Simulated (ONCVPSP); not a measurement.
# Pseudopotential generation for nickel: ONCV, PBE

Do these settings give a usable potential? It is generated, then checked for transferability, scattering, ghosts and hardness.

The numbers are computed with ONCVPSP 4.0.1 (PBE, scalar-relativistic, spin-unpolarised reference atom).

**1. The design**

The settings as typed:

```json
{
 "element": "nickel (Ni, Z = 28)",
 "type": "optimised norm-conserving Vanderbilt (ONCV)",
 "frozen core": "[Ne]",
 "valence charge": "18",
 "reference configuration": "3s2 3p6 3d8 4s1.75 4p0.25",
 "partial waves": "3s+4s: rc 1.30 bohr, ncon 3, nbas 8, qcut 8.3 1/bohr, 3 projectors, debl 0.5 Ha; 3p+4p: rc 1.55 bohr, ncon 4, nbas 7, qcut 8.2 1/bohr, 2 projectors; 3d: rc 0.85 bohr, ncon 5, nbas 10, qcut 17.9 1/bohr, 2 projectors, debl 1.6 Ha",
 "local potential": "polynomial inside 0.80 bohr (lpopt 5, dvloc0 3 Ha)",
 "core correction": "Teter function, fcfact 4.25, rcfact 1.1"
}
```

The nodes and maxima of the atom's own shells, from an earlier all-electron run, set the scale for the radii.

All-electron outer shells of the reference configuration (PBE, scalar-relativistic, ld1.x):

```tsv
shell	level (eV)	outermost node (bohr)	outermost maximum (bohr)
2s	-982.35	0.07	0.21
2p	-845.20	–	0.16
3s	-111.60	0.30	0.64
3p	-71.93	0.27	0.65
3d	-9.40	–	0.63
4s	-5.99	0.92	2.21
4p	-1.49	1.00	3.14
```

**2. Generating the potential**

The input, Ni.dat:

```
# ATOM AND REFERENCE CONFIGURATION
# atsym  z   nc   nv     iexc    psfile
  Ni 28.00    3    5        4      upf
#
#   n    l    f
    1    0    2.00
    2    0    2.00
    2    1    6.00
    3    0    2.00
    3    1    6.00
    3    2    8.00
    4    0    1.75
    4    1    0.25
#
# PSEUDOPOTENTIAL AND OPTIMIZATION
# lmax
    2
#
#   l,   rc,      ep,       ncon, nbas, qcut
    0    1.30    0.00    3    8    8.30
    1    1.55    0.00    4    7    8.20
    2    0.85    0.00    5   10   17.90
#
# LOCAL POTENTIAL
# lloc, lpopt,  rc(5),   dvloc0
    4    5    0.80    3.00
#
# VANDERBILT-KLEINMAN-BYLANDER PROJECTORs
# l, nproj, debl
    0    3    0.50
    1    2    2.80
    2    2    1.60
#
# MODEL CORE CHARGE
# icmod, fcfact, rcfact
    3    4.25    1.10
#
# LOG DERIVATIVE ANALYSIS
# epsh1, epsh2, depsh
   -6.00    5.00    0.04
#
# OUTPUT GRID
# rlmax, drl
    6.00    0.01
#
# TEST CONFIGURATIONS
# ncnf
    4
# nvcnf
#   n    l    f
    5
    3    0    2.00
    3    1    6.00
    3    2    8.00
    4    0    2.00
    4    1    0.00
#
    5
    3    0    2.00
    3    1    6.00
    3    2    8.00
    4    0    1.00
    4    1    0.00
#
    5
    3    0    2.00
    3    1    6.00
    3    2    8.00
    4    0    0.00
    4    1    0.00
#
    5
    3    0    2.00
    3    1    6.00
    3    2    8.00
    4    0    0.00
    4    1    2.00
#
```

Started as:

```sh
$ oncvpsp.x < Ni.dat > Ni.out
```

Before running it: what results should come out? Wanted: cutoffs for 1 and 0.1 mHa per electron, occupied waves; bound ghosts; GHOST(+) flags; largest test error; largest phase difference near zero energy, channels read; rms error of d²Exc/dn², without and with the model core.

**Answer**, as computed:

```
                                                quantity                                                value
  cutoffs for 1 and 0.1 mHa per electron, occupied waves                                    129 Ha and 146 Ha
                                            bound ghosts                                           none found
                                          GHOST(+) flags                                          s at 663 eV
                            largest test error (AE − PS)  -0.6 meV, for 3s2 3p6 3d8 4s0 4p2 (1 test unsolved)
largest phase difference near zero energy, channels read                                            0.000 rad
 rms error of d²Exc/dn², without and with the model core                                    2.54 and 1.28 mHa
```

The worst unpolarised test, 3s2 3p6 3d8 4s0 4p2, is off by 0.6 meV on 8.4 eV; by total energies transferability rates as very good where solved. Of the tests 1 gave no usable energy difference, which is a warning in itself. The potential is very hard: the looser tolerance needs 129 Ha. At the looser tolerance the 3d wave is the slowest; 3p needs 28 Ha. The program's ghost test flags no bound state. Near zero energy the phases of the channels with partial waves agree within 0.001 rad. The program also flags highly localised states, GHOST(+) (s). These are tests on the free atom; a crystal test is still owed.
